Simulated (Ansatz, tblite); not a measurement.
# The cluster Rb8−: rung by rung

How do method and basis change the picture of the cluster Rb8− (doublet)?

Method: as each input shows; program: Ansatz 0.2.0, Gaussian basis.

Levels to be run: GFN1-xTB, GFN2-xTB, PBE/def2-TZVPD, r2SCAN/def2-TZVPD, revPBE/def2-TZVPD.

10 further runs of the same task are left out: 10 that didn't finish. Runs told in other sessions of the task aren't counted.

### Step 1. The relaxed structure

The geometry is that of the doublet, from an earlier relaxation (PBE/def2-SVPD). At that level it is the lowest of the isomers that a small search found.

8 atoms, charge -1, spin multiplicity 2.

Bond lengths: Rb1–Rb2 4.995 Å, Rb1–Rb3 4.861 Å, Rb1–Rb4 4.709 Å, Rb1–Rb6 4.984 Å, Rb2–Rb3 4.758 Å, Rb2–Rb4 4.979 Å, Rb2–Rb7 4.853 Å, Rb2–Rb8 4.759 Å, Rb3–Rb5 4.991 Å, Rb3–Rb6 4.725 Å, Rb3–Rb7 4.980 Å, Rb4–Rb6 4.990 Å, Rb4–Rb8 4.844 Å, Rb5–Rb6 4.848 Å, Rb5–Rb7 4.690 Å, Rb5–Rb8 4.971 Å, Rb6–Rb8 4.755 Å, Rb7–Rb8 4.968 Å. Angles: Rb2–Rb1–Rb3 57.7°, Rb2–Rb1–Rb4 61.7°, Rb2–Rb1–Rb6 77.9°, Rb3–Rb1–Rb4 98.9°, Rb3–Rb1–Rb6 57.4°, Rb4–Rb1–Rb6 61.9°, Rb1–Rb2–Rb3 59.7°, Rb1–Rb2–Rb4 56.3°, Rb1–Rb2–Rb7 120.4°, Rb1–Rb2–Rb8 96.7°, Rb3–Rb2–Rb4 96.6°, Rb3–Rb2–Rb7 62.4°, Rb3–Rb2–Rb8 82.3°, Rb4–Rb2–Rb7 120.1°, Rb4–Rb2–Rb8 59.6°, Rb7–Rb2–Rb8 62.2°, Rb1–Rb3–Rb2 62.6°, Rb1–Rb3–Rb5 120.7° and more.

Coordinates:

```
Rb    1.3201    1.7857   -4.0231
Rb    0.5701    3.1231    0.7308
Rb   -2.7426    0.6397   -1.6129
Rb    4.4825    0.4504   -0.7999
Rb   -2.8473   -3.2742    1.4826
Rb    0.6742   -2.6200   -1.7844
Rb   -2.9389    1.0273    3.3482
Rb    1.4819   -1.1318    2.6587
```

Rb takes a core potential in the def2 sets. No spin-orbit coupling is included. The ion is computed in the gas phase, without counter-ions or solvent.

PBE0/def2-TZVPD was run before; its log isn't repeated, and its numbers join the tables.

### Step 2. GFN1-xTB

Tight binding, by tblite at 300 K electronic temperature and without a spin-polarisation term:

```python
tblite.interface.Calculator('GFN1-xTB', numbers, positions, charge=-1, uhf=1).singlepoint()
```

Energy -93.5058 eV; 0.006 s.

### Step 3. GFN2-xTB

Tight binding, by tblite at 300 K electronic temperature and without a spin-polarisation term:

```python
tblite.interface.Calculator('GFN2-xTB', numbers, positions, charge=-1, uhf=1).singlepoint()
```

Energy -45.9881 eV; 0.006 s.

### Step 4. PBE/def2-TZVPD

start.molden holds the orbitals of an earlier run on this state, given as this run's starting guess.

in.yaml reads:

```yaml
crystal:
  periodic: [false, false, false]
  atoms:
    - {symbol: Rb, position_ang: [1.320089, 1.785735, -4.023109]}
    - {symbol: Rb, position_ang: [0.570142, 3.123060, 0.730786]}
    - {symbol: Rb, position_ang: [-2.742635, 0.639655, -1.612859]}
    - {symbol: Rb, position_ang: [4.482474, 0.450369, -0.799884]}
    - {symbol: Rb, position_ang: [-2.847283, -3.274240, 1.482601]}
    - {symbol: Rb, position_ang: [0.674231, -2.620046, -1.784377]}
    - {symbol: Rb, position_ang: [-2.938904, 1.027302, 3.348175]}
    - {symbol: Rb, position_ang: [1.481905, -1.131824, 2.658656]}
basis:
  gaussian: {orbitals: def2-TZVPD, initial_orbitals: start.molden}
total_charge: -1
magnetization: {spin_polarized: true, initial_magnetization: 1}
hamiltonian: {xc: pbe}
scf: {omitted_lower_state_checks: [starts]}
output: {forces: true, orbitals: {seedname: orbitals}}
```

Launch:

```
$ ansatz run in.yaml --threads 4 --pin off --events-out ev --progress --plain --max-ram 4787MiB
```

Further steps of the session: r2SCAN/def2-TZVPD; revPBE/def2-TZVPD.

Q: Predict the results of all the runs planned. Wanted: gap in def2-TZVPD, named functionals, smallest and largest; ⟨S²⟩ in def2-TZVPD, named functionals, smallest and largest.

**Answer**, as computed:

| quantity | value |
| --- | --- |
| gap in def2-TZVPD, named functionals, smallest and largest | 0.27 eV (PBE), 0.85 eV (PBE0) |
| ⟨S²⟩ in def2-TZVPD, named functionals, smallest and largest | 0.771, 1.425 |

In words: Orbital gaps of the named functionals in def2-TZVPD span 0.27 eV (PBE) to 0.85 eV (PBE0); exact exchange widens it. Over the named functionals in def2-TZVPD spin contamination reaches 0.67 (r2SCAN), so some levels may describe another state. PBE, revPBE put the HOMO above zero; others here keep it below zero, so the sign hangs on the functional's self-interaction and doesn't show that the species is unbound.
